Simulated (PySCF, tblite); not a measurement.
# C3H9BFSi radical: geometry, infrared bands and EPR parameters

Wanted: the infrared bands and EPR parameters of C3H9BFSi radical (`[BH][SiH2]CCCF`), by calculation.

The runs use tblite 0.8.0 and PySCF 2.14.0, with density-fitted response routines of our own; the level of theory stands in each step. All values are computed, except where a source is named. Atoms are numbered from 0 throughout.

## 1. The molecule as given

15 atoms, charge 0, multiplicity 2; geometry from: force field or distance geometry start.

Bonds of the start (Å): B0–Si1 1.93, Si1–C2 1.89, C2–C3 1.52, C3–C4 1.53, C4–F5 1.38, B0–H6 1.18, Si1–H7 1.48, Si1–H8 1.46, C2–H9 1.11, C2–H10 1.12, C3–H11 1.12, C3–H12 1.10, C4–H13 1.11, C4–H14 1.12.

## 2. Geometry optimisation with GFN2-xTB

What the job is given:

```
{"job": {"kind": "relax", "xc": "GFN2-xTB", "basis": "xTB"}, "charge": 0, "multiplicity": 2}
B     -3.294900     0.547800    -0.676400
Si    -1.609500     1.052500     0.107500
C     -0.299700    -0.233700    -0.325200
C      1.043500     0.140400     0.276900
C      2.104000    -0.906000    -0.065900
F      3.309100    -0.548800     0.492900
H     -3.804000    -0.477400    -0.396500
H     -1.741100     1.115300     1.583600
H     -1.186700     2.360500    -0.391900
H     -0.650100    -1.220100     0.053600
H     -0.228400    -0.276800    -1.437100
H      0.947500     0.181600     1.394200
H      1.366200     1.128700    -0.079900
H      1.813200    -1.904900     0.306900
H      2.226600    -0.951000    -1.173900
```

Run with:

```bash
$ OMP_NUM_THREADS=1 python probes_run.py task.json out
```

This one command runs all jobs of the session in turn.

Output:

```text
step      E/eV     max force
  0    -505.47193    1.234
  1    -505.54154    0.704
  2    -505.58732    0.593
  3    -505.61222    0.618
  4    -505.63682    0.492
  5    -505.65363    0.322
  6    -505.66908    0.406
  7    -505.68219    0.370
  8    -505.69395    0.300
  9    -505.70447    0.279
 10    -505.71398    0.243
 11    -505.72118    0.249
 12    -505.72594    0.164
 13    -505.72895    0.142
 14    -505.73136    0.151
 15    -505.73433    0.188
 16    -505.73791    0.203
 17    -505.74090    0.134
 18    -505.74254    0.077
 19    -505.74335    0.068
 20    -505.74398    0.065
 21    -505.74477    0.073
 22    -505.74557    0.069
 23    -505.74629    0.065
 24    -505.74692    0.060
 25    -505.74746    0.058
 26    -505.74783    0.057
 27    -505.74808    0.040
 28    -505.74827    0.035
 29    -505.74849    0.038
 30    -505.74870    0.043
 31    -505.74888    0.041
 32    -505.74900    0.034
 33    -505.74908    0.018
 34    -505.74914    0.014
 35    -505.74918    0.019
 36    -505.74921    0.022
 37    -505.74925    0.017
 38    -505.74928    0.011
 39    -505.74930    0.008
```

Run time: 0.2 s. Hardware: 1 thread of Arm Neoverse V2, shared host.

Along the way: (not every step is listed)

| step | energy from step 0 (eV) | largest force (eV/Å) |
| --- | --- | --- |
| 0 | 0.0000 | 1.2335 |
| 1 | -0.0696 | 0.7038 |
| 2 | -0.1154 | 0.5928 |
| 3 | -0.1403 | 0.6180 |
| 4 | -0.1649 | 0.4923 |
| 5 | -0.1817 | 0.3220 |
| 6 | -0.1972 | 0.4059 |
| 7 | -0.2103 | 0.3703 |
| 8 | -0.2220 | 0.3001 |
| 10 | -0.2421 | 0.2429 |
| 12 | -0.2540 | 0.1638 |
| 14 | -0.2594 | 0.1513 |
| 16 | -0.2660 | 0.2033 |
| 18 | -0.2706 | 0.0769 |
| 20 | -0.2721 | 0.0654 |
| 22 | -0.2736 | 0.0691 |
| 24 | -0.2750 | 0.0597 |
| 26 | -0.2759 | 0.0568 |
| 28 | -0.2763 | 0.0351 |
| 30 | -0.2768 | 0.0426 |
| 32 | -0.2771 | 0.0339 |
| 34 | -0.2772 | 0.0144 |
| 35 | -0.2773 | 0.0193 |
| 36 | -0.2773 | 0.0223 |
| 37 | -0.2773 | 0.0175 |
| 38 | -0.2774 | 0.0110 |
| 39 | -0.2774 | 0.0085 |

Close pairs (by a distance rule), those that changed most:

| bond | before (Å) | after (Å) | change (Å) |
| --- | --- | --- | --- |
| Si1–C2 | 1.886 | 1.929 | +0.043 |
| C3–H11 | 1.122 | 1.092 | -0.030 |
| B0–Si1 | 1.926 | 1.898 | -0.028 |
| C2–H10 | 1.115 | 1.090 | -0.025 |
| C2–H9 | 1.113 | 1.091 | -0.023 |
| B0–H6 | 1.178 | 1.156 | -0.022 |
| C4–H14 | 1.116 | 1.095 | -0.020 |
| Si1–H8 | 1.463 | 1.479 | +0.016 |

The next job starts from the end point, and lists it.

## 3. Vibrational analysis with GFN2-xTB

What the job is given:

```
{"job": {"kind": "ir", "xc": "GFN2-xTB", "basis": "xTB"}, "charge": 0, "multiplicity": 2}
B     -3.221114     0.303403    -0.617792
Si    -1.671333     1.073946     0.162300
C     -0.310192    -0.210943    -0.305866
C      1.040557     0.140885     0.291920
C      2.090113    -0.897549    -0.078020
F      3.309602    -0.576479     0.472886
H     -4.108865    -0.436909    -0.617590
H     -1.522557     1.244844     1.629565
H     -1.185913     2.366280    -0.368439
H     -0.607814    -1.202666     0.036845
H     -0.221377    -0.267804    -1.390851
H      0.970005     0.192989     1.380157
H      1.369155     1.117006    -0.069503
H      1.825101    -1.889184     0.304992
H      2.240219    -0.949828    -1.161897
```

Output:

```text
mode    cm-1     km/mol
  1      34.7      0.49
  2      86.6      0.41
  3      91.1      0.84
  4     115.0      3.45
  5     150.0      2.54
  6     271.1      9.78
  7     297.4      0.97
  8     375.7     22.16
  9     421.9     13.37
 10     472.3     49.19
 11     550.1      1.48
 12     691.3    126.85
 13     723.6     28.15
 14     733.6     34.31
 15     803.3     15.06
 16     816.5      4.50
 17     871.1    222.88
 18     990.8      7.27
 19    1023.5     43.06
 20    1063.0     84.34
 21    1093.8      4.80
 22    1170.5     12.16
 23    1221.4      3.76
 24    1258.1      0.01
 25    1274.8      0.14
 26    1307.4      1.62
 27    1352.7     17.16
 28    1457.8      0.07
 29    1491.5      0.39
 30    1500.7      0.68
 31    2060.8    360.57
 32    2134.9    257.21
 33    2767.7     88.28
 34    2933.9     27.99
 35    2943.9     25.89
 36    2969.7     23.28
 37    2985.1     71.64
 38    2990.1     32.15
 39    2995.2     59.71
```

It took 0.36 s on 1 thread of Arm Neoverse V2, shared host.

Which atoms move in the most intense modes:

| cm⁻¹ | km/mol | atoms |
| --- | --- | --- |
| 691 | 126.8 | H7 37 %, H8 33 %, Si1 19 % |
| 871 | 222.9 | H8 49 %, H7 47 % |
| 1063 | 84.3 | C4 38 %, C3 30 % |
| 2061 | 360.6 | H7 83 %, H8 13 % |
| 2135 | 257.2 | H8 84 %, H7 14 % |
| 2768 | 88.3 | H6 91 % |
| 2985 | 71.6 | H11 53 %, H9 23 %, H12 14 % |
| 2995 | 59.7 | H12 48 %, H11 30 % |

## 4. g tensor and hyperfine couplings: B3LYP/pcH-1

Settings changed since step 3:

```diff
@@ -1,2 +1,2 @@
-{"job": {"kind": "ir", "xc": "GFN2-xTB", "basis": "xTB"}, "charge": 0, "multiplicity": 2}
+{"job": {"kind": "epr", "basis": "pcH-1"}, "charge": 0, "multiplicity": 2}
 B     -3.221114     0.303403    -0.617792
```

With the program's defaults for keys left out, this is: UKS B3LYP, pcH-1 on B C F H Si, non-relativistic, mean-field spin-orbit, GIAO.

Output:

```text
UKS, coarse grid
  cycle   1  E = -533.78124447  |g| = 4.04e-01
  cycle   2  E = -533.72647511  |g| = 5.70e-01
  cycle   3  E = -533.84211336  |g| = 4.00e-02
  cycle   4  E = -533.84269798  |g| = 1.58e-02
  cycle   5  E = -533.84281410  |g| = 5.66e-03
  cycle   6  E = -533.84283312  |g| = 1.35e-03
  cycle   7  E = -533.84283471  |g| = 8.58e-04
UKS, final grid
  cycle   1  E = -533.84290787  |g| = 1.17e-03
  cycle   2  E = -533.84290805  |g| = 1.78e-03
  cycle   3  E = -533.84290973  |g| = 2.51e-04
  cycle   4  E = -533.84291027  |g| = 2.14e-04
  cycle   5  E = -533.84291160  |g| = 1.10e-04
  cycle   6  E = -533.84291172  |g| = 4.69e-05
  cycle   7  E = -533.84291174  |g| = 1.84e-05
  cycle   8  E = -533.84291174  |g| = 4.93e-06
E = -533.84291174 Eh   <S^2> = 0.7528 (exact 0.7500)
g shifts (ppm)      1          2          3
  rmc           -79        -79        -79
  gc             21        -11         26
  oz_so       -1928       -143        146
  total       -1987       -233         93
hyperfine (MHz)  atom isotope    a_iso     a_fc   dipolar eigenvalues
    0   11B     149.21     149.35    -47.36    -45.95     93.31
    1  29Si      15.13      15.17     -6.83      0.14      6.69
    2   13C      -2.30      -2.31     -0.96      0.37      0.58
    3   13C      -1.05      -1.05     -0.17      0.07      0.10
    4   13C      -0.77      -0.77     -0.16     -0.07      0.23
    5   19F      -0.56      -0.56     -0.74      0.28      0.46
    6    1H     -34.48     -34.46    -23.20      2.57     20.62
    7    1H      94.31      94.31     -2.92     -1.14      4.07
    8    1H      30.07      30.07     -3.03     -1.71      4.73
    9    1H       1.76       1.76     -2.19     -1.75      3.94
   10    1H       2.18       2.18     -2.44     -1.78      4.22
   11    1H       1.50       1.50     -0.88     -0.58      1.46
   12    1H       0.35       0.35     -0.78     -0.57      1.36
   13    1H       0.03       0.03     -0.46     -0.38      0.84
   14    1H       0.09       0.09     -0.43     -0.42      0.84
```

It took 64 s on 1 thread of Arm Neoverse V2, shared host; peak memory 0.89 GiB.

Principal g values 2.00033, 2.00209, 2.00241; g(iso) = 2.00161, against 2.00232 for a free electron.

Mean a(iso) over the nuclei that a row names, and the largest dipolar term of the row (other rows stand at the frozen geometry):

| nuclei | isotope | a(iso) (MHz) | a(iso) (G, at g = 2.0023) | largest dipolar term (MHz) |
| --- | --- | --- | --- | --- |
| B0 | 11B | 149.2 | 53.2 | 93.3 |
| H7, H8 | 1H | 62.2 | 22.2 | 4.7 |
| H6 | 1H | -34.5 | -12.3 | -23.2 |
| Si1 | 29Si | 15.1 | 5.4 | -6.8 |
| C2 | 13C | -2.3 | -0.8 | -1.0 |
| H9, H10 | 1H | 2.0 | 0.7 | 4.2 |
| C3 | 13C | -1.1 | -0.4 | -0.2 |
| H11, H12 | 1H | 0.9 | 0.3 | 1.5 |
| C4 | 13C | -0.8 | -0.3 | 0.2 |
| F5 | 19F | -0.6 | -0.2 | -0.7 |
| H13, H14 | 1H | 0.1 | 0.0 | 0.8 |

Mulliken spin populations:

B0 0.98; Si1 -0.01; C2 -0.01; C3 0.00; C4 0.00; F5 0.00; H6 -0.03; H7 0.05; H8 0.01; H9 0.00; H10 0.00; H11 0.00; H12 0.00; H13 0.00; H14 0.00

In first order the couplings over 0.8 MHz of 11B, 1H give 216 distinct lines over 218.5 G, if the averaged nuclei exchange fast.

The fields below are evaluated on a grid from the run's orbitals.

ELF in a plane through or near 7 of the atoms.

Ten even steps from '0' (0.00) to '9' (1.00):
```
0000000000000000000000000000
0000000000000000000000000000
0000000000000000000000000000
0000000000000000000000000000
0000000000000000011000000000
0000000000122000133200000000
0000012300254201233210000000
0000047720376302121132000000
0000178841412536177275100000
0000285455823879652795100000
0000267626667655847910210000
0000021132312545525443973000
0000000167401686301159997100
0000000144200465100199998100
0000000011000132000189996000
0000000000000000000058961000
0000000000000000000002200000
0000000000000000000000000000
0000000000000000000000000000
0000000000000000000000000000
```
The map spans 13.0 Å across and 8.6 Å up, centred on the molecule. Atoms in the plane (x, y in Å): B0 (3.2, -0.6), Si1 (1.9, 0.7), C2 (0.3, -0.4), C3 (-1.0, 0.5), C4 (-2.2, -0.4), F5 (-3.4, 0.4), H6 (3.9, -1.5).

On the surface of density 0.002 e/bohr³ the electrostatic potential runs, from the 1st to the 99th percentile, from -1.12 V near F5 to 1.56 V near B0.

The spin density lies nearest to B0 74 %; H6 11 %.

## 5. What came out

| quantity | value |
| --- | --- |
| strongest single infrared mode (GFN2-xTB) | 2061 cm⁻¹, 361 km/mol |
| zero-point energy (GFN2-xTB) | 69.3 kcal/mol |
| g(iso) (B3LYP) | 2.00161 |
| ⟨S²⟩ | 0.753 (exact 0.75) |
| largest a(iso) (averaged by class) | 11B on B0, 149.2 MHz |
| surface potential, 1st and 99th percentile | -1.12 V and 1.56 V |

In words: The optimisation took 39 steps and gained 0.277 eV; among the close pairs (by a distance rule), Si1–C2 changed most, from 1.886 to 1.929 Å. No mode is imaginary among the 39: a minimum at this level. The strongest single mode, at 2061 cm⁻¹, moves mainly H7. Unscaled tight-binding wavenumbers are off by several per cent, some by more. Its intensities can rank the bands wrongly. B0 carries the largest spin population, 0.98 e. The isotropic g lies 0.7 ppt below the free-electron value.
